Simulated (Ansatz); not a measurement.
# BBrFH3OSi: small, medium and large basis sets

One table from this session's results is given with a row withheld; the runs are named, their logs left out.

The runs use Ansatz 0.2.0, Gaussian basis; one geometry, several basis sets.

Levels to be run: PBE0-D4/def2-SVP; ωB97M-V/def2-SVP; PBE0-D4/def2-QZVPP; ωB97M-V/def2-QZVPP; the functionals' def2-TZVPP values are taken from earlier runs.

## The relaxed structure

The geometry comes from an earlier relaxation with PBE0-D4 in a triple-zeta def2 set; it is a stationary point, not always the lowest conformer.

SMILES `OB(F)[SiH2]Br`, 8 atoms, charge 0, spin multiplicity 1.

Atoms are counted from 1 here; the program's logs count them from 0.

Bond lengths: O1–B2 1.342 Å, O1–H6 0.964 Å, B2–F3 1.327 Å, B2–Si4 2.036 Å, Si4–Br5 2.245 Å, Si4–H7 1.483 Å, Si4–H8 1.483 Å. Angles: B2–O1–H6 112.9°, O1–B2–F3 117.5°, O1–B2–Si4 122.3°, F3–B2–Si4 120.2°, B2–Si4–Br5 105.0°, B2–Si4–H7 113.7°, B2–Si4–H8 113.7°, Br5–Si4–H7 107.4°, Br5–Si4–H8 107.4°, H7–Si4–H8 109.1°.

The first run:

in.yaml reads:

```yaml
crystal:
  periodic: [false, false, false]
  atoms:
    - {symbol: O, position_ang: [0.941692, 0.833420, 1.457297]}
    - {symbol: B, position_ang: [0.780724, -0.286003, 0.734840]}
    - {symbol: F, position_ang: [1.516596, -1.339345, 1.065725]}
    - {symbol: Si, position_ang: [-0.532781, -0.400974, -0.816522]}
    - {symbol: Br, position_ang: [-1.485044, 1.629077, -0.924317]}
    - {symbol: H, position_ang: [0.375834, 1.555539, 1.160527]}
    - {symbol: H, position_ang: [0.113232, -0.658658, -2.126820]}
    - {symbol: H, position_ang: [-1.618154, -1.390154, -0.606531]}
basis:
  gaussian: {orbitals: def2-SVP}
hamiltonian: {xc: pbe0, dispersion: d4}
output: {orbitals: {seedname: orbitals}}
```

Steps of the session up to this table: PBE0-D4 in def2-SVP; ωB97M-V in def2-SVP; PBE0-D4 in def2-QZVPP; ωB97M-V in def2-QZVPP.

One of the session's tables, all rows but one given; the rest of the session is left out.

It belongs to the step «Functionals by basis». 

```
functional       basis  HOMO (eV)
   PBE0-D4    def2-SVP      -8.32
   PBE0-D4  def2-TZVPP          ?
   PBE0-D4  def2-QZVPP      -8.43
   ωB97M-V    def2-SVP     -10.44
   ωB97M-V  def2-TZVPP     -10.57
   ωB97M-V  def2-QZVPP     -10.58
```

**Question.** Estimate the row for PBE0-D4, def2-TZVPP.

The run gave: HOMO (eV): -8.42. In the column «HOMO (eV)» it lies between PBE0-D4, def2-QZVPP (-8.43) and PBE0-D4, def2-SVP (-8.32).
